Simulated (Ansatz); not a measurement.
Working through a scan of the bond length of IP (charge +1)

Computed with Ansatz's Python interface.

The cells in order, each with its output:

**Cell 1**
```python
from dataclasses import dataclass
import warnings

import ansatz as az
import matplotlib.pyplot as plt
import numpy as np
```

**Cell 2**
```python
@dataclass
class Settings:
    basis_set: str = 'def2-TZVP'
    functional: str = 'PBE0'
    charge: int = 1
```

**Cell 3**
```python
opts = Settings()
```

**Cell 4**
```python
warnings.simplefilter('ignore', az.DeckWarning)

geometry_ang = [
    ('P', [0.0, 0.0, 0.0]),
    ('I', [0.0, 0.0, 2.475]),
]
system = az.Crystal.molecule()
for symbol, xyz in geometry_ang:
    system = system.atom(symbol, xyz)
```

**Cell 5**
```python
symbols = [site.symbol for site in system.cartesian_sites]
start = np.array([site.position_ang for site in system.cartesian_sites])
axis = (start[1] - start[0]) / np.linalg.norm(start[1] - start[0])
moving = [1]
lengths, energies = [2.1, 2.28, 2.48, 2.72, 3.09, 3.71, 4.46, 5.44], []
for length in lengths:
    xyz = start.copy()
    xyz[moving] += (length - np.linalg.norm(start[1] - start[0])) * axis
    point = az.Crystal.molecule()
    for symbol, place in zip(symbols, xyz):
        point = point.atom(symbol, place.tolist())
    job = (
        point.calculation()
        .basis(gaussian=opts.basis_set)
        .functional(opts.functional)
        .charge(opts.charge)
        .spin('collinear', total=1)
        .scf(lower_state_search='off')
    )
    r = job.run(threads=1, pin='off').report
    energies.append(r['free_energy_ev'])
    print(f'r = {length:6.3f} A  E = {energies[-1]:.5f} eV  <S^2> = {abs(r["mean_field"]["state"]["spin_squared"]):.3f}')
```
Output:
```text
r =  2.100 A  E = -17376.87202 eV  <S^2> = 0.758
r =  2.280 A  E = -17377.15448 eV  <S^2> = 0.764
r =  2.480 A  E = -17376.77838 eV  <S^2> = 0.849
r =  2.720 A  E = -17376.06787 eV  <S^2> = 1.244
r =  3.090 A  E = -17375.17669 eV  <S^2> = 1.714
r =  3.710 A  E = -17374.36798 eV  <S^2> = 2.031
r =  4.460 A  E = -17373.98012 eV  <S^2> = 2.182
r =  5.440 A  E = -17373.87143 eV  <S^2> = 2.236
```

**Cell 6**
```python
print('energy above the lowest point (eV):', [round(e - min(energies), 3) for e in energies])
plt.figure(figsize=(4.5, 3))
plt.plot(lengths, np.array(energies) - min(energies), 'o-')
plt.xlabel('bond length (A)')
plt.ylabel('E - E(min) (eV)')
plt.tight_layout()
plt.savefig('scan.png', dpi=100)
```
Output:
```text
energy above the lowest point (eV): [0.282, 0.0, 0.376, 1.087, 1.978, 2.786, 3.174, 3.283]
```

The lowest point is at 2.280 Å. At the shortest distance (2.10 Å) the energy is 0.28 eV higher, at the longest (5.44 Å) 3.28 eV.

What to keep in mind:
- The settings weren't tested for convergence.
- The basis set is modest, and single-reference methods fail as a bond breaks.
- def2 sets replace the cores of elements past krypton by effective core potentials.
- The run takes the species as open-shell (spin multiplicity 2), which needn't be its ground state.
- The expectation value of S² is noticeably off S(S+1) in at least one run, so that state is spin-contaminated.
- For an odd-electron ion, approximate functionals spread the charge over both fragments and lower the stretched end too much.
- Spin-orbit coupling of the heavy open-shell atom is left out.
- The spin state was assumed, and another may lie lower.
- Wall time of the script: 28 s on 1 thread of Arm Neoverse V1, with other jobs on the host, peak memory 0.31 GiB.
